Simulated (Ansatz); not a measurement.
# Gd (hcp type): the cost of one run

Computed with Ansatz 0.2.0 (DFT PBE, with the methods named in each step, unless a step's input says otherwise).

1 further run of the same task is left out (it didn't finish).

**1. The starting structure**

Symmetry: P6_3/mmc, No. 194, hexagonal system. The conventional cell has a = 3.647 Å, b = 3.647 Å, c = 5.840 Å, α = 90.00°, β = 90.00°, γ = 120.00°. Gd (site symmetry -6m2) has 12 Gd at 3.60 to 3.65 Å as nearest neighbours.

Structure file:

```cif
data_structure
_symmetry_space_group_name_H-M 'P6_3/mmc'
_symmetry_Int_Tables_number 194
_cell_length_a 3.6467
_cell_length_b 3.6467
_cell_length_c 5.8401
_cell_angle_alpha 90.000
_cell_angle_beta 90.000
_cell_angle_gamma 120.000
_cell_volume 67.26
loop_
_atom_site_label
_atom_site_type_symbol
_atom_site_symmetry_multiplicity
_atom_site_Wyckoff_symbol
_atom_site_fract_x
_atom_site_fract_y
_atom_site_fract_z
_atom_site_occupancy
Gd1 Gd 2 c 0.33333 0.66667 0.25000 1
```

The file gives the conventional cell by its symmetry; the runs use the cell typed in the input.

Whether this phase is the stable one at these pressures isn't tested.

Atoms are numbered in the order of the input: Gd1, Gd2.

**2. The reference volume, LAPW**

input.yaml reads:

```yaml
crystal:
  lattice:
    - [3.6467413035, 0.0, 0.0]
    - [-1.8233706518, 3.1581706098, 0.0]
    - [0.0, 0.0, 5.8401136642]
  atoms:
    - { symbol: Gd, position: [0.3333333333, 0.6666666667, 0.25], spin: 7.0 }
    - { symbol: Gd, position: [0.6666666667, 0.3333333333, 0.75], spin: 7.0 }
magnetization:
  spin_polarized: true
kpoints:
  mp_grid: { grid: [12, 12, 7] }
  band_path:
    path:
      - [0.0, 0.0, 0.0]
      - [0.5, 0.0, 0.0]
      - [0.3333333333, 0.3333333333, 0.0]
      - [0.0, 0.0, 0.0]
      - [0.0, 0.0, 0.5]
      - [0.5, 0.0, 0.5]
      - [0.3333333333, 0.3333333333, 0.5]
      - [0.0, 0.0, 0.5]
      - [0.5, 0.0, 0.5]
    npoints: 14
scf:
  occupations: { method: fermi_dirac, width: 0.05 }
hamiltonian:
  xc: pbe
  pseudopotentials: { kind: all_electron, lapw: { basis_error: 0.001 } }
output:
  forces: true
  stress: true
  eigenvalues: true
  populations: true
  dos: { projected: true, de: 0.2, e_range: [-14, 8] }
```

Launch:

```console
$ ansatz run input.yaml --threads 1 --pin off --max-ram 3072MiB --backend cpu --events-out ev --progress --plain --runs-dir out
```

**Question.** How long does this run take on 1 thread of Arm Neoverse V2, shared host, and how much memory does it need?

About 96 s, with a peak of 0.62 GiB.
